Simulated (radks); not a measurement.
# Ionising nickel step by step, Ni¹⁴⁺ to Ni²⁷⁺

One table from this session's results is given with a row withheld; the runs are named, their logs left out.

Program: radks (a radial shooting solver on a logarithmic mesh, Libxc functionals) version 1. Level of theory: Dirac Kohn-Sham, BLYP, spin-unpolarised, spherical densities, finite nucleus; open shells fill j = l - 1/2 first. These are calculated values, not measurements, unless marked.

## Starting point

* element: nickel (Z = 28)
* charges: 14 to 27
* first configuration: [Ne] 3s2 3p2
* last configuration: 1s1

The first run:

Settings of this run:

```text
Z 28
configuration [Ne] 3s2 3p2 4s0 3d0
relativity Dirac
functional b88,lyp
spin unpolarised
j_filling energy
nucleus finite rms 3.7757 fm
c 137.035999084
```

Among the steps run: Ni¹⁴⁺, [Ne] 3s2 3p2; Ni¹⁵⁺, [Ne] 3s2 3p1; Ni¹⁶⁺, [Ne] 3s2; Ni¹⁷⁺, [Ne] 3s1; Ni¹⁸⁺, [Ne]; Ni¹⁹⁺, [He] 2s2 2p5; Ni²⁰⁺, [He] 2s2 2p4; Ni²¹⁺, [He] 2s2 2p3; Ni²²⁺, [He] 2s2 2p2; Ni²³⁺, [He] 2s2 2p1; Ni²⁴⁺, [He] 2s2; Ni²⁵⁺, [He] 2s1; Ni²⁶⁺, [He]; Ni²⁷⁺, 1s1.

One of the session's tables, all rows but one given; the rest of the session is left out.

```
species  Δ-SCF (eV)  −ε(HOMO) (eV)
  Ni¹⁴⁺      461.64         443.59
  Ni¹⁵⁺      498.08         479.78
  Ni¹⁶⁺      572.28         554.40
  Ni¹⁷⁺      607.93         590.09
  Ni¹⁸⁺           ?              ?
  Ni¹⁹⁺      1651.3         1596.6
  Ni²⁰⁺      1762.2         1706.3
  Ni²¹⁺      1875.3         1818.4
  Ni²²⁺      2012.3         1953.7
  Ni²³⁺      2130.4         2071.2
  Ni²⁴⁺      2300.7         2251.4
  Ni²⁵⁺      2395.6         2349.5
  Ni²⁶⁺     10339.1        10126.1
  Ni²⁷⁺     10739.5        10549.4
```

**Question.** Estimate the row for Ni¹⁸⁺.

**Answer.** Δ-SCF (eV): 1542.8; −ε(HOMO) (eV): 1489.4. In the column «Δ-SCF (eV)» it lies between Ni¹⁷⁺ (607.93) and Ni¹⁹⁺ (1651.3).

There the highest level belongs to another shell. Minus the highest eigenvalue gives 96 to 98 % of the Δ-SCF value along the ladder. Spin polarisation and multiplet splitting are left out, so open shells lie too high by an amount that depends on their filling.
